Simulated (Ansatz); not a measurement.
**SiHBr: taking an electron away**

Aim: the vertical ionisation energy of SiHBr, as cation minus neutral at the neutral's geometry, on several levels, and how well −ε(HOMO) stands in for it.

Method: unrestricted cation, the program's frozen cores in correlated methods; program: Ansatz 0.2.0, Gaussian basis.

Plan: UKS PBE-D4/def2-TZVPP; UKS r2SCAN-D4/def2-TZVPP; UKS PBE0-D4/def2-TZVPP; UKS B3LYP-D4/def2-TZVPP; UKS wB97X-V/def2-TZVPP; UKS wB97M-V/def2-TZVPP; UKS B2PLYP/def2-TZVPP; UHF-CCSD(T)/def2-TZVPP; UHF-MP2/def2-QZVPP; extrapolation to the limit; then −ε(HOMO) from the neutral's earlier runs with LDA (SPW92), PBE-D4, revPBE-D4, BLYP-D4, r2SCAN-D4, B97M-V, PBE0-D4, B3LYP-D4, r2SCANh-D4, r2SCAN0-D4, HSE06-D4, BHLYP-D4, CAM-B3LYP-D4, LC-ωPBE, ωB97X-V, ωB97M-V.

## 1. The geometry

An earlier PBE0-D4 in a triple-zeta def2 set relaxation fixed the geometry.

SMILES `[SiH]Br`, 3 atoms, charge 0, spin multiplicity 1.

Atoms are counted from 1 here; the program's logs count them from 0.

Bond lengths: Si1–Br2 2.245 Å, Si1–H3 1.527 Å. Angles: Br2–Si1–H3 94.0°.

## 2. Cation, UKS PBE-D4/def2-TZVPP

File in.yaml:

```yaml
crystal:
  periodic: [false, false, false]
  atoms:
    - {symbol: Si, position_ang: [-0.624745, 0.521948, -0.296089]}
    - {symbol: Br, position_ang: [1.340911, 0.401453, 0.781387]}
    - {symbol: H, position_ang: [-0.727066, -0.988301, -0.498598]}
basis:
  gaussian: {orbitals: def2-TZVPP}
total_charge: 1
magnetization: {spin_polarized: true, initial_magnetization: 1}
hamiltonian: {xc: pbe, dispersion: d4}
```

The runs that follow: Cation, UKS r2SCAN-D4/def2-TZVPP; Cation, UKS PBE0-D4/def2-TZVPP; Cation, UKS B3LYP-D4/def2-TZVPP; Cation, UKS wB97X-V/def2-TZVPP; Cation, UKS wB97M-V/def2-TZVPP; Cation, UKS B2PLYP (frozen core)/def2-TZVPP; Cation, UHF-CCSD(T)/def2-TZVPP; Cation, UHF-MP2/def2-QZVPP.

Q: Predict the results of all the runs planned. Wanted: ionisation energy, CCSD(T)/CBS; nearest functional by difference; nearest −ε(HOMO); −ε(HOMO) of PBE; T1 of the cation.

As calculated:

| quantity | value |
| --- | --- |
| ionisation energy, CCSD(T)/CBS | 9.48 eV |
| nearest functional by difference | ωB97X-V (-0.12 eV) |
| nearest −ε(HOMO) | LC-ωPBE (+0.06 eV) |
| −ε(HOMO) of PBE | 5.88 eV |
| T1 of the cation | 0.026 |

By cation minus neutral, the functionals miss by 0.43 eV at most. The PBE orbital energy is 3.6 eV too small: a semilocal HOMO is no ionisation energy. Among orbital estimates LC-ωPBE comes nearest. Hartree-Fock falls 0.92 eV short, as the neutral has more correlation energy than the cation. Correlated methods include outer-core shells of Br, which these sets cover unevenly. With outer-core shells in play the reference is unsure by up to some tenths of an eV, so close misses can't be ranked.
